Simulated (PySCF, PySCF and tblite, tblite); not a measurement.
# C₈H₇F: conformers and averaged spectra, part 2 of 2

PySCF and tblite. Atoms count from 0. The steps go on from the part before.

### 8 Couplings, conformer 2: B3LYP/pcJ-1+6-31G*

Job settings and geometry (Å):

```
{"job": {"xc": "B3LYP", "basis": {"default": "6-31G*", "H": "pcJ-1", "F": "pcJ-1"}, "nuclei": ["H", "F", "P", "Si", "B"], "kind": "j"}, "charge": 0, "multiplicity": 1}
C      2.786180     0.577814    -0.196501
C      1.850485    -0.345815    -0.379930
C      0.421521    -0.200987    -0.128404
C     -0.423103    -1.284727    -0.379737
C     -1.784781    -1.199831    -0.159172
C     -2.345441    -0.028113     0.319682
C     -1.503980     1.041921     0.566970
F     -2.034324     2.193791     1.034972
C     -0.142859     0.979802     0.354467
H      2.569473     1.565429     0.172300
H      3.820676     0.374122    -0.412961
H      2.141413    -1.319703    -0.754139
H     -0.000492    -2.206041    -0.753571
H     -2.417868    -2.050688    -0.361234
H     -3.404457     0.064380     0.499856
H      0.459958     1.847590     0.565990
```

The program printed:

```text
coarse grid: 14120 points
cycle   1  E = -408.8741301756  dE =  1.493e+00  |g| = 5.825e-01  |ddm| = 4.039e+00
cycle   2  E = -408.8436842145  dE =  3.045e-02  |g| = 7.323e-01  |ddm| = 1.089e+00
cycle   3  E = -408.9450408547  dE = -1.014e-01  |g| = 1.184e-01  |ddm| = 6.318e-01
cycle   4  E = -408.9482411705  dE = -3.200e-03  |g| = 4.039e-02  |ddm| = 1.498e-01
cycle   5  E = -408.9486196199  dE = -3.784e-04  |g| = 1.614e-02  |ddm| = 5.090e-02
cycle   6  E = -408.9486844058  dE = -6.479e-05  |g| = 3.900e-03  |ddm| = 1.906e-02
cycle   7  E = -408.9486876462  dE = -3.240e-06  |g| = 1.737e-03  |ddm| = 5.178e-03
final grid: 138872 points
cycle   8  E = -408.8929054908  dE = -6.697e-05  |g| = 7.965e-03  |ddm| = 3.480e-02
cycle   9  E = -408.8928904246  dE =  1.507e-05  |g| = 1.176e-02  |ddm| = 1.801e-02
cycle  10  E = -408.8929200703  dE = -2.965e-05  |g| = 1.876e-03  |ddm| = 1.150e-02
cycle  11  E = -408.8929208576  dE = -7.872e-07  |g| = 3.989e-04  |ddm| = 1.792e-03
cycle  12  E = -408.8929208864  dE = -2.879e-08  |g| = 2.191e-04  |ddm| = 5.392e-04
cycle  13  E = -408.8929208977  dE = -1.132e-08  |g| = 2.770e-05  |ddm| = 2.219e-04
cycle  14  E = -408.8929208978  dE = -1.407e-10  |g| = 1.646e-05  |ddm| = 4.548e-05
converged SCF energy = -408.8929208978

Indirect spin-spin couplings (Hz)
  i      j    bonds     total        FC       PSO       DSO        SD
  7 F    9 H    6      0.571     0.723    -0.013    -0.078    -0.061
  7 F   10 H    6      0.345     0.585     0.543    -0.736    -0.047
  7 F   11 H    5      1.759     1.773     0.976    -1.048     0.059
  7 F   12 H    5     -0.628     0.289     0.627    -1.413    -0.131
  7 F   13 H    4      5.213     5.614     1.120    -1.395    -0.127
  7 F   14 H    3      8.377    11.750    -2.421    -0.074    -0.878
  7 F   15 H    3     10.515    14.180    -2.818     0.092    -0.939
  9 H   10 H    2     -1.481    -0.838     2.812    -3.455         -
  9 H   11 H    3     17.138    18.713     1.653    -3.229         -
  9 H   13 H    6     -0.480    -0.131     0.632    -0.981         -
  9 H   14 H    7      0.184     0.461     0.554    -0.831         -
  9 H   15 H    5      0.842    -0.151    -2.191     3.185         -
 10 H   11 H    3     12.331    12.785     0.090    -0.545         -
 10 H   12 H    5      0.206     0.426     0.516    -0.737         -
 10 H   13 H    6     -0.293     0.015     0.585    -0.893         -
 11 H   12 H    4      0.197    -0.543    -1.307     2.048         -
 11 H   14 H    6     -0.558    -0.174     0.744    -1.128         -
 11 H   15 H    4     -1.063    -0.463     1.073    -1.674         -
 12 H   13 H    3      8.662     8.846     0.121    -0.305         -
 12 H   15 H    4      0.817     1.497     1.213    -1.893         -
 13 H   14 H    3      9.350     9.574     0.184    -0.407         -
 13 H   15 H    5     -0.223     0.432     1.185    -1.840         -
 14 H   15 H    4      1.892     2.536     1.302    -1.946         -
```

It took 26 s on 1 thread of Intel Xeon 6975P-C, shared host; peak memory 1 GiB.

This run: HOMO -6.33 eV, LUMO -1.12 eV; dipole 1.71 D.

### 9 Averages: properties at mPW1PW91/pcSseg-1 in acetonitrile

Job settings and geometry (Å):

```
{"job": {"study": "conf", "smiles": "C=Cc1cccc(F)c1", "search": {"seed": 4404, "n_embed": 60, "ff_keep": 14, "window": 3.0, "nmax": 8, "temps": [150, 200, 250, 298.15, 400], "t_ref": 298.15, "order": 0.001}, "level": {"nmr": {"xc": "mPW1PW91", "basis": "pcSseg-1", "solvent": "acetonitrile"}, "sp": {"xc": "PBE0", "basis": "def2-SVP", "solvent": "acetonitrile"}, "j": {"xc": "B3LYP", "basis": {"default": "6-31G*", "H": "pcJ-1", "F": "pcJ-1"}, "nuclei": ["H", "F", "P", "Si", "B"]}}, "kind": "conf"}, "charge": 0, "multiplicity": 1}
C      2.786180     0.577814    -0.196501
C      1.850485    -0.345815    -0.379930
C      0.421521    -0.200987    -0.128404
C     -0.423103    -1.284727    -0.379737
C     -1.784781    -1.199831    -0.159172
C     -2.345441    -0.028113     0.319682
C     -1.503980     1.041921     0.566970
F     -2.034324     2.193791     1.034972
C     -0.142859     0.979802     0.354467
H      2.569473     1.565429     0.172300
H      3.820676     0.374122    -0.412961
H      2.141413    -1.319703    -0.754139
H     -0.000492    -2.206041    -0.753571
H     -2.417868    -2.050688    -0.361234
H     -3.404457     0.064380     0.499856
H      0.459958     1.847590     0.565990
```

The program printed:

```text
conformer  sym    E(xTB)   E(DFT)   G(298.15 K)  weight  dipole/D
    1     Cs      0.056    0.168    0.079   0.4669    1.935
    2     Cs      0.000    0.000    0.000   0.5331    1.854

mean shielding (ppm) by class
class atoms           150 K      200 K      250 K   298.15 K      400 K
  0 C  0             63.587     63.577     63.571     63.567     63.562
  1 C  1             42.642      42.64     42.639     42.638     42.637
  2 C  2             41.801     41.803     41.805     41.806     41.807
  3 C  3             57.033     57.321     57.498     57.614      57.77
  4 C  4             49.272     49.293     49.306     49.315     49.327
  5 C  5              64.84     64.857     64.867     64.874     64.883
  6 C  6             12.924     12.926     12.928     12.929      12.93
  7 F  7            295.859    295.863    295.866    295.868     295.87
  8 C  8             68.111     67.835     67.664     67.552     67.402
  9 H  9             25.184     25.182     25.181      25.18     25.179
 10 H  10              25.8       25.8       25.8       25.8       25.8
 11 H  11            24.723     24.725     24.727     24.728     24.729
 12 H  12            24.044     24.019     24.004     23.994     23.981
 13 H  13            23.876     23.875     23.874     23.874     23.873
 14 H  14            24.308     24.308     24.308     24.308     24.308
 15 H  15            24.012     24.035     24.049     24.059     24.071
```

Run time: 1.8 min. Hardware: 1 thread of Intel Xeon 6975P-C, shared host. This counts the runs that the step sums up.

The search (ETKDG, MMFF94s, GFN2-xTB) embedded 60 structures, kept 2 distinct ones after the force field and 2 after xTB; 2 were carried on (window 3.0 kcal/mol at the search's own energies). Energies: PBE0/def2-SVP in acetonitrile with D3(BJ).

The conformers at 298 K:

```
no.  group  mirror pair  ΔE xTB  ΔE DFT    ΔG  weight (%)  μ (D)  C0–C1–C2–C3 (°)     A, B, C (GHz)
  1     Cs           no    0.06    0.17  0.08        46.7   1.94                0  3.64, 1.13, 0.86
  2     Cs           no    0.00    0.00  0.00        53.3   1.85              180  2.92, 1.27, 0.89
```

Energies in kcal/mol. ΔG holds xTB vibrations and rotation, symmetry numbers and mirror pairs.

Weights (%) by temperature:

```
no.  150 K  200 K  250 K  298 K  400 K
  2   60.4   56.9   54.7   53.3   51.4
  1   39.6   43.1   45.3   46.7   48.6
```

How the weights hang on the way they are made:

```
                      scheme    2   1  mean μ (D)
             DFT free energy   53  47        1.89
DFT energy, symmetry counted   57  43        1.89
            DFT energy alone   57  43        1.89
xTB energy, symmetry counted   52  48        1.89
             xTB free energy   49  51        1.90
       lowest conformer only  100   0        1.85
               equal weights   50  50        1.90
```

Shifts against references run at the same level (¹H TMS 31.74, ¹³C TMS 187.0 ppm of shielding), by class of atoms, at 298 K:

```
atoms                         environment      no. 2      no. 1    average
   C6    aromatic carbon bearing fluorine      174.1      174.0      174.1
   C2         substituted aromatic carbon      145.2      145.2      145.2
   C1                           alkene CH      144.3      144.4      144.4
   C4                         aromatic CH      138.0      137.4      137.7
   C3                         aromatic CH      133.2      125.0      129.4
   C0                terminal =CH2 carbon      123.3      123.6      123.4
   C5                         aromatic CH      122.3      121.9      122.1
   C8                         aromatic CH      115.8      123.6      119.4
  H13          hydrogen on an aromatic CH       7.85       7.88       7.87
  H12          hydrogen on an aromatic CH       7.42       8.12       7.75
  H15          hydrogen on an aromatic CH       7.99       7.33       7.68
  H14          hydrogen on an aromatic CH       7.43       7.43       7.43
  H11            hydrogen on an alkene CH       7.05       6.97       7.01
   H9  hydrogen on a terminal =CH2 carbon       6.54       6.59       6.56
  H10  hydrogen on a terminal =CH2 carbon       5.94       5.94       5.94
   F7                       aryl fluorine  295.8 (σ)  295.9 (σ)  295.9 (σ)
```

Couplings (Hz, B3LYP/pcJ-1+6-31G*; one pair named for each class), from conformers that hold 100 % of the weight:

```
   pair  bonds  no. 2  no. 1  average
 H9–H10      2   -1.5   -1.4     -1.4
 H9–H11      3   17.1   17.2     17.2
H10–H11      3   12.3   12.4     12.4
 F7–H15      3   10.5    9.9     10.2
H13–H14      3    9.3    9.2      9.3
H12–H13      3    8.7    9.0      8.8
 F7–H14      3    8.4    8.3      8.3
 F7–H13      4    5.2    5.2      5.2
H14–H15      4    1.9    1.9      1.9
H12–H15      4    0.8    0.8      0.8
```

Effective distances for nuclear Overhauser effects, ⟨r⁻⁶⟩^(−1/6) over all pairs of two classes (Å): H9···H10 1.82; H9···H15 2.40; H10···H11 2.41; H9···H12 2.44; H12···H13 2.45; H13···H14 2.49; H11···H12 2.56; H11···H15 2.62.

### 10 Shieldings, conformer 1: HF/pcSseg-1

Job settings and geometry (Å):

```
{"job": {"xc": "HF", "basis": "pcSseg-1", "kind": "nmr", "pop": false}, "charge": 0, "multiplicity": 1}
C     -2.504822    -1.146428    -0.772200
C     -1.848012    -0.500621     0.187954
C     -0.448827    -0.074906     0.146735
C      0.385204    -0.310432    -0.952802
C      1.705228     0.110609    -0.949581
C      2.233260     0.778227     0.148040
C      1.400187     1.005662     1.229426
F      1.890141     1.646363     2.294729
C      0.081027     0.597340     1.253679
H     -2.055073    -1.432251    -1.713578
H     -3.543646    -1.421106    -0.650866
H     -2.371737    -0.248410     1.107097
H      0.001530    -0.828775    -1.823490
H      2.333356    -0.082470    -1.812156
H      3.261447     1.114725     0.169021
H     -0.526861     0.801416     2.126581
```

The program printed:

```text
final grid: 138872 points
cycle   1  E = -406.2421046212  dE =  2.643e+00  |g| = 6.439e-01  |ddm| = 3.863e+00
cycle   2  E = -406.3490709084  dE = -1.070e-01  |g| = 3.081e-01  |ddm| = 8.332e-01
cycle   3  E = -406.3667335890  dE = -1.766e-02  |g| = 9.672e-02  |ddm| = 3.396e-01
cycle   4  E = -406.3692093712  dE = -2.476e-03  |g| = 1.611e-02  |ddm| = 1.409e-01
cycle   5  E = -406.3692890934  dE = -7.972e-05  |g| = 4.565e-03  |ddm| = 2.340e-02
cycle   6  E = -406.3692976106  dE = -8.517e-06  |g| = 1.791e-03  |ddm| = 7.010e-03
cycle   7  E = -406.3692991120  dE = -1.501e-06  |g| = 5.679e-04  |ddm| = 3.332e-03
cycle   8  E = -406.3692992647  dE = -1.527e-07  |g| = 1.989e-04  |ddm| = 9.089e-04
cycle   9  E = -406.3692992940  dE = -2.933e-08  |g| = 6.813e-05  |ddm| = 4.762e-04
cycle  10  E = -406.3692992988  dE = -4.773e-09  |g| = 3.671e-05  |ddm| = 1.495e-04
cycle  11  E = -406.3692993005  dE = -1.738e-09  |g| = 1.743e-05  |ddm| = 1.025e-04
cycle  12  E = -406.3692993010  dE = -4.489e-10  |g| = 5.141e-06  |ddm| = 6.738e-05
converged SCF energy = -406.3692993010

GIAO shielding tensors (ppm)
atom      isotropic    diamagn.    paramagn.     s11        s22        s33       span
  0 C       70.776     254.888    -184.112    -55.399     90.555    177.172    232.571
  1 C       50.611     251.257    -200.646    -77.895     76.487    153.241    231.136
  2 C       45.171     260.337    -215.166    -59.843     12.097    183.260    243.103
  3 C       68.026     253.051    -185.025    -42.632     57.128    189.581    232.213
  4 C       53.168     256.601    -203.433    -65.614     40.622    184.496    250.111
  5 C       71.773     257.385    -185.612    -18.984     57.656    176.647    195.630
  6 C       22.583     254.245    -231.662    -85.853     47.991    105.611    191.465
  7 F      342.530     479.493    -136.963    280.594    350.454    396.542    115.948
  8 C       69.734     253.764    -184.030    -15.002     59.892    164.313    179.315
  9 H       25.595      32.353      -6.758     22.640     23.772     30.372      7.732
 10 H       26.321      28.039      -1.717     24.112     24.303     30.549      6.437
 11 H       25.255      31.045      -5.790     21.865     24.090     29.809      7.944
 12 H       24.070      34.097     -10.027     18.994     24.645     28.572      9.578
 13 H       24.273      30.859      -6.586     20.423     25.459     26.937      6.514
 14 H       24.686      29.327      -4.641     20.641     25.986     27.431      6.790
 15 H       24.741      31.807      -7.065     20.434     25.043     28.748      8.314
```

Wall time 9 s (1 thread of Intel Xeon 6975P-C, shared host); peak memory 0.89 GiB.

In short: HOMO -8.64 eV, LUMO 2.23 eV; dipole 1.93 D.

### 11 Shieldings, conformer 2: HF/pcSseg-1

Job settings and geometry (Å):

```
{"job": {"xc": "HF", "basis": "pcSseg-1", "kind": "nmr", "pop": false}, "charge": 0, "multiplicity": 1}
C      2.787430     0.581578    -0.195270
C      1.854832    -0.348963    -0.381617
C      0.421307    -0.202557    -0.129255
C     -0.426143    -1.288517    -0.380797
C     -1.791428    -1.200742    -0.158665
C     -2.351197    -0.024746     0.321719
C     -1.503657     1.042277     0.567039
F     -2.026109     2.181979     1.029905
C     -0.140687     0.983452     0.355137
H      2.571686     1.574846     0.174810
H      3.827982     0.381264    -0.410811
H      2.151345    -1.325509    -0.757376
H     -0.005421    -2.214712    -0.756330
H     -2.427358    -2.055110    -0.360995
H     -3.413862     0.068606     0.502968
H      0.463680     1.855797     0.568127
```

The program printed:

```text
final grid: 138872 points
cycle   1  E = -406.2423733818  dE =  2.644e+00  |g| = 6.438e-01  |ddm| = 3.872e+00
cycle   2  E = -406.3495702739  dE = -1.072e-01  |g| = 3.069e-01  |ddm| = 8.309e-01
cycle   3  E = -406.3670600773  dE = -1.749e-02  |g| = 9.576e-02  |ddm| = 3.366e-01
cycle   4  E = -406.3694819157  dE = -2.422e-03  |g| = 1.528e-02  |ddm| = 1.390e-01
cycle   5  E = -406.3695550825  dE = -7.317e-05  |g| = 4.402e-03  |ddm| = 2.295e-02
cycle   6  E = -406.3695631431  dE = -8.061e-06  |g| = 1.809e-03  |ddm| = 6.841e-03
cycle   7  E = -406.3695646540  dE = -1.511e-06  |g| = 6.220e-04  |ddm| = 3.186e-03
cycle   8  E = -406.3695648397  dE = -1.857e-07  |g| = 2.182e-04  |ddm| = 9.892e-04
cycle   9  E = -406.3695648793  dE = -3.957e-08  |g| = 8.701e-05  |ddm| = 5.307e-04
cycle  10  E = -406.3695648861  dE = -6.864e-09  |g| = 5.051e-05  |ddm| = 1.745e-04
cycle  11  E = -406.3695648890  dE = -2.899e-09  |g| = 2.259e-05  |ddm| = 1.329e-04
cycle  12  E = -406.3695648898  dE = -7.511e-10  |g| = 7.882e-06  |ddm| = 8.567e-05
converged SCF energy = -406.3695648898

GIAO shielding tensors (ppm)
atom      isotropic    diamagn.    paramagn.     s11        s22        s33       span
  0 C       70.791     254.946    -184.155    -55.446     90.682    177.137    232.583
  1 C       50.531     251.124    -200.593    -77.429     75.574    153.448    230.878
  2 C       45.042     260.302    -215.260    -59.894     11.975    183.044    242.939
  3 C       61.613     252.935    -191.321    -44.184     56.283    172.742    216.925
  4 C       52.803     256.907    -204.104    -65.925     40.162    184.172    250.097
  5 C       71.272     257.318    -186.045    -20.104     57.258    176.662    196.766
  6 C       22.597     253.038    -230.442    -85.535     48.455    104.871    190.406
  7 F      342.255     479.316    -137.060    280.155    351.509    395.102    114.948
  8 C       76.033     253.483    -177.450    -12.806     61.370    179.536    192.342
  9 H       25.621      32.168      -6.547     22.595     23.893     30.375      7.780
 10 H       26.316      27.986      -1.670     24.198     24.277     30.473      6.274
 11 H       25.208      31.147      -5.940     21.894     24.256     29.473      7.579
 12 H       24.862      33.000      -8.138     20.802     25.494     28.290      7.488
 13 H       24.320      30.359      -6.039     20.644     25.484     26.832      6.187
 14 H       24.680      29.405      -4.725     20.657     25.973     27.410      6.753
 15 H       23.994      32.901      -8.907     18.718     24.200     29.064     10.346
```

Run time: 8.9 s. Hardware: 1 thread of Intel Xeon 6975P-C, shared host; peak memory 0.89 GiB.

Key values: HOMO -8.65 eV, LUMO 2.16 eV; dipole 1.82 D.

### 12 The ensemble: properties at HF/pcSseg-1

Job settings and geometry (Å):

```
{"job": {"study": "conf", "smiles": "C=Cc1cccc(F)c1", "search": {"seed": 4404, "n_embed": 60, "ff_keep": 14, "window": 3.0, "nmax": 8, "temps": [150, 200, 250, 298.15, 400], "t_ref": 298.15, "order": 0.001}, "level": {"nmr": {"xc": "HF", "basis": "pcSseg-1"}, "alter": {"geometry": "GFN1-xTB"}, "change": "HF/pcSseg-1; GFN1-xTB geometries", "top": 4}, "kind": "conf"}, "charge": 0, "multiplicity": 1}
C      2.787430     0.581578    -0.195270
C      1.854832    -0.348963    -0.381617
C      0.421307    -0.202557    -0.129255
C     -0.426143    -1.288517    -0.380797
C     -1.791428    -1.200742    -0.158665
C     -2.351197    -0.024746     0.321719
C     -1.503657     1.042277     0.567039
F     -2.026109     2.181979     1.029905
C     -0.140687     0.983452     0.355137
H      2.571686     1.574846     0.174810
H      3.827982     0.381264    -0.410811
H      2.151345    -1.325509    -0.757376
H     -0.005421    -2.214712    -0.756330
H     -2.427358    -2.055110    -0.360995
H     -3.413862     0.068606     0.502968
H      0.463680     1.855797     0.568127
```

The program printed:

```text
conformer  sym    E(xTB)   E(DFT)   G(298.15 K)  weight  dipole/D
    1     Cs      0.056    0.173    0.084   0.4647    1.933
    2     Cs      0.000    0.000    0.000   0.5353    1.820

mean shielding (ppm) by class
class atoms           150 K      200 K      250 K   298.15 K      400 K
  0 C  0             70.785     70.785     70.784     70.784     70.784
  1 C  1             50.562     50.565     50.567     50.568      50.57
  2 C  2             45.092     45.097       45.1     45.102     45.104
  3 C  3             64.125     64.356     64.499     64.593     64.718
  4 C  4             52.946     52.959     52.967     52.973      52.98
  5 C  5             71.468     71.487     71.498     71.505     71.515
  6 C  6             22.591     22.591     22.591      22.59      22.59
  7 F  7            342.363    342.373    342.379    342.383    342.388
  8 C  8             73.566     73.339     73.199     73.106     72.983
  9 H  9             25.611      25.61     25.609     25.609     25.608
 10 H  10            26.318     26.318     26.318     26.319     26.319
 11 H  11            25.226     25.228     25.229      25.23     25.231
 12 H  12            24.552     24.523     24.506     24.494     24.478
 13 H  13            24.302       24.3     24.299     24.298     24.297
 14 H  14            24.682     24.682     24.682     24.683     24.683
 15 H  15            24.287     24.314      24.33     24.341     24.356
```

It took 18 s on 1 thread of Intel Xeon 6975P-C, shared host. This counts the runs that the step sums up.

Against the first level, at 298 K (shieldings, ppm; largest changes first):

```
atoms  mPW1PW91/pcSseg-1 in acetonitrile  HF/pcSseg-1  change
   F7                              295.9        342.4   +46.5
   C6                               12.9         22.6    +9.7
   C1                               42.6         50.6    +7.9
   C0                               63.6         70.8    +7.2
   C3                               57.6         64.6    +7.0
   C5                               64.9         71.5    +6.6
   C8                               67.6         73.1    +5.6
   C4                               49.3         53.0    +3.7
   C2                               41.8         45.1    +3.3
  H10                              25.80        26.32   +0.52
```

Weights: from PBE0/def2-SVP in acetonitrile energies 1: 47 %, 2: 53 %; from HF/pcSseg-1 energies 1: 46 %, 2: 54 % (with a dispersion term where the level has one and the same thermal terms, so they don't follow from the SCF energies alone). Times: 1.8 min and 18 s.

### 13 Results

What follows sums up all 2 parts.

```
                                               quantity                                                       value
                                             conformers         2; the first in weight is no. 2 (Cs), 53 % at 298 K
                                root-mean-square dipole                                                      1.89 D
averaged ¹³C shifts (mPW1PW91/pcSseg-1 in acetonitrile)  174.1, 145.2, 144.4, 137.7, 129.4, 123.4, 122.1, 119.4 ppm
 averaged ¹H shifts (mPW1PW91/pcSseg-1 in acetonitrile)                7.87, 7.75, 7.68, 7.43, 7.01, 6.56, 5.94 ppm
```

At 298 K conformer 2 holds 53 % of the ensemble (60 % at 150 K, 51 % at 400 K). Among conformers over 5 %, C3 differs by 8.2 ppm, while the average moves by 0.7 ppm from 150 to 400 K. Between mPW1PW91/pcSseg-1 in acetonitrile and HF/pcSseg-1, F7 changes most, by 46.5 ppm of raw shielding (the geometries differ too); the energies behind both averages, dispersion terms included where typed, rank the same conformer first.
